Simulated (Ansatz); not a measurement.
Run this with the Python package of Ansatz (0.2.0) and show what comes out.

The script, `run_opt.py`:
```python
'''Minimum-energy structure of CH5AlClNSSi.'''

import itertools
import logging
import sys

import ansatz as az
from ase.data import atomic_numbers, covalent_radii
import numpy as np

logging.basicConfig(stream=sys.stdout, format='%(levelname)s:%(name)s:%(message)s')
logger = logging.getLogger('ch5alclnssi')
logger.setLevel(logging.INFO)


def main() -> None:
    geometry_ang = [
        ('N', (0.3403, -1.5913, -1.954)),
        ('Al', (0.3356, -0.074, -0.755)),
        ('C', (1.1447, 0.186, 1.0478)),
        ('S', (-0.0098, 1.0123, 2.1061)),
        ('Si', (-1.3178, 1.0702, 0.3532)),
        ('Cl', (-1.5114, 3.0594, -0.323)),
        ('H', (0.8241, -2.3311, -1.497)),
        ('H', (-0.6701, -1.8166, -2.0566)),
        ('H', (1.4636, -0.7783, 1.541)),
        ('H', (2.0739, 0.837, 1.0004)),
        ('H', (-2.6077, 0.3694, 0.5576)),
    ]
    mol = az.Crystal.molecule()
    for symbol, xyz in geometry_ang:
        mol = mol.atom(symbol, xyz)

    model = mol.calculation().basis(gaussian='def2-SVP').functional('r2SCAN')
    symbols = [site.symbol for site in mol.cartesian_sites]
    start = np.array([site.position_ang for site in mol.cartesian_sites], dtype=float)
    def progress(event):
        if event['event'] == 'relax_step':
            row = event['data']
            logger.info(f'step {row["step"]:3d}  E = {row["lagrangian_ev"]:.6f} eV  max force {row["allowed_force_max_ev_ang"]:.4f} eV/A')


    summary = model.relax(force_tolerance=0.02).session().plan().execute(on_event=progress).report
    end = np.array(summary['positions_ang'])

    logger.info('reference energy %16.6f eV' % summary['reference_energy_ev'])
    logger.info('total energy     %16.6f eV' % summary['free_energy_ev'])
    print('occupied orbitals outside the frozen core (up, down):', summary['n_occupied'], ' frozen:', summary['n_frozen'], ' virtual:', summary['n_virtual'])

    # pairs closer than 1.2 times the sum of covalent radii, before or after
    radius = [covalent_radii[atomic_numbers[s]] for s in symbols]
    span = lambda where, i, j: np.linalg.norm(where[i] - where[j])
    bonded = [(i, j) for i, j in itertools.combinations(range(len(symbols)), 2) if min(span(start, i, j), span(end, i, j)) < 1.2 * (radius[i] + radius[j])]
    logger.info('pair        before    after (A)')
    for i, j in bonded:
        print(f'{symbols[i]}{i}-{symbols[j]}{j}'.ljust(10), f'{span(start, i, j):8.4f} {span(end, i, j):8.4f}')
    for first, second in list(itertools.combinations(bonded, 2)):
        shared = set(first) & set(second)
        if shared and symbols[(j := shared.pop())] != 'H':
            i, k = sorted((set(first) | set(second)) - {j})
            u, v = end[i] - end[j], end[k] - end[j]
            angle = np.degrees(np.arccos(np.clip(u @ v / np.linalg.norm(u) / np.linalg.norm(v), -1, 1)))
            logger.info(f'final angle {symbols[i]}{i}-{symbols[j]}{j}-{symbols[k]}{k}: {angle:.2f} deg')
    with open('ch5alclnssi_opt.xyz', 'w') as handle:
        handle.write(f'{len(symbols)}\nrelaxed CH5AlClNSSi\n')
        handle.writelines(f'{s:2s} {x:11.6f} {y:11.6f} {z:11.6f}\n' for s, (x, y, z) in zip(symbols, end))


if __name__ == '__main__':
    main()
```

```console
$ python run_opt.py
INFO:ch5alclnssi:step   1  E = -40424.573687 eV  max force 3.5338 eV/A
INFO:ch5alclnssi:step   2  E = -40425.456120 eV  max force 1.3271 eV/A
INFO:ch5alclnssi:step   3  E = -40425.687730 eV  max force 0.7346 eV/A
INFO:ch5alclnssi:step   4  E = -40425.821455 eV  max force 0.8035 eV/A
INFO:ch5alclnssi:step   5  E = -40425.836763 eV  max force 0.6766 eV/A
INFO:ch5alclnssi:step   6  E = -40425.872522 eV  max force 0.7406 eV/A
INFO:ch5alclnssi:step   7  E = -40425.902596 eV  max force 0.1005 eV/A
INFO:ch5alclnssi:step   8  E = -40425.899003 eV  max force 0.1859 eV/A
INFO:ch5alclnssi:step   9  E = -40425.906297 eV  max force 0.1066 eV/A
INFO:ch5alclnssi:step  10  E = -40425.908529 eV  max force 0.0472 eV/A
INFO:ch5alclnssi:step  11  E = -40425.909520 eV  max force 0.0376 eV/A
INFO:ch5alclnssi:step  12  E = -40425.910000 eV  max force 0.0357 eV/A
INFO:ch5alclnssi:step  13  E = -40425.910269 eV  max force 0.0197 eV/A
INFO:ch5alclnssi:reference energy    -40425.910281 eV
INFO:ch5alclnssi:total energy        -40425.910281 eV
occupied orbitals outside the frozen core (up, down): [39, 39]  frozen: 0  virtual: [86, 86]
INFO:ch5alclnssi:pair        before    after (A)
N0-Al1       1.9339   1.7719
N0-H6        0.9951   1.0167
N0-H7        1.0403   1.0162
Al1-C2       1.9931   1.9727
Al1-Si4      2.2959   2.3955
C2-S3        1.7708   1.8708
C2-H8        1.1291   1.1027
C2-H9        1.1355   1.1010
S3-Si4       2.1879   2.1838
Si4-Cl5      2.1099   2.0999
Si4-H10      1.4821   1.4916
INFO:ch5alclnssi:final angle Al1-N0-H6: 125.25 deg
INFO:ch5alclnssi:final angle Al1-N0-H7: 125.28 deg
INFO:ch5alclnssi:final angle N0-Al1-C2: 130.35 deg
INFO:ch5alclnssi:final angle N0-Al1-Si4: 139.33 deg
INFO:ch5alclnssi:final angle H6-N0-H7: 109.46 deg
INFO:ch5alclnssi:final angle C2-Al1-Si4: 86.11 deg
INFO:ch5alclnssi:final angle Al1-C2-S3: 91.36 deg
INFO:ch5alclnssi:final angle Al1-C2-H8: 117.73 deg
INFO:ch5alclnssi:final angle Al1-C2-H9: 120.13 deg
INFO:ch5alclnssi:final angle Al1-Si4-S3: 73.67 deg
INFO:ch5alclnssi:final angle Al1-Si4-Cl5: 118.46 deg
INFO:ch5alclnssi:final angle Al1-Si4-H10: 131.79 deg
INFO:ch5alclnssi:final angle S3-C2-H8: 107.24 deg
INFO:ch5alclnssi:final angle S3-C2-H9: 109.47 deg
INFO:ch5alclnssi:final angle C2-S3-Si4: 95.05 deg
INFO:ch5alclnssi:final angle H8-C2-H9: 108.57 deg
INFO:ch5alclnssi:final angle S3-Si4-Cl5: 113.71 deg
INFO:ch5alclnssi:final angle S3-Si4-H10: 107.51 deg
INFO:ch5alclnssi:final angle Cl5-Si4-H10: 105.25 deg
```

File `ch5alclnssi_opt.xyz` afterwards:
```text
11
relaxed CH5AlClNSSi
N     0.269623   -1.749038   -1.645183
Al    0.167354   -0.334745   -0.582659
C     1.271706    0.179740    0.968927
S    -0.253242    0.524218    1.996400
Si   -1.485469    1.153687    0.306852
Cl   -1.330343    3.200681   -0.135009
H     1.044127   -2.407059   -1.673316
H    -0.442388   -2.035552   -2.311210
H     1.838458   -0.615286    1.481465
H     1.897478    1.084645    0.926218
H    -2.911905    0.941708    0.688015
```

Notes:
- Total energies depend on the basis set; only differences at equal settings carry meaning.
- The end point is the stationary point reached from this start; no frequency run checks that it is a minimum, and the basis set is modest.
- Timing: 100 s on 1 thread of AMD EPYC 9R14 (Zen 4), on a shared host, peak memory 0.33 GiB.

(Lines on the test bed's own set-up are left out of the output.)
